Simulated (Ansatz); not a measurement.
**HfH4 in Ansatz: the effect of functional**

The system is HfH4, a sheet with vacuum.

```xyz
5
Lattice="6.5863 0.0000 0.0000 0.0000 6.5863 0.0000 0.0000 0.0000 28.0592" Properties=species:S:1:pos:R:3 pbc="T T T"
Hf    3.2932    3.2932    8.0000
H     1.7942    3.2932    9.0595
H     4.7921    3.2932    9.0595
H     3.2932    4.7921    6.9405
H     3.2932    1.7942    6.9405
```

The cell was built by a generator and needn't be a form met in nature.

Alike in all runs:

| Property | Result |
| --- | --- |
| Program | Ansatz 0.2.0 |
| Task | single point |
| Potentials or basis | all-electron LAPW, scalar-relativistic |
| Basis error allowed | 0.002 eV/atom |
| k mesh | 4 × 4 × 1 |
| Occupations | fermi-dirac, width 0.05 eV |
| Spin | no spin polarisation |

```tsv
functional	cutoff	gap on the mesh (eV)	work function (eV)
PBE	336 eV (chosen from the basis error)	?	?
LDA	333 eV (chosen from the basis error)	3.56	5.29
PBEsol	334 eV (chosen from the basis error)	3.76	5.08
```

Problem. What does the run with functional PBE give?

Solution. gap on the mesh 3.89 eV; work function 5.10 eV.

Caveats: spin-orbit coupling is left out, which moves the levels of the heavy elements.

A k mesh can miss the band edges.
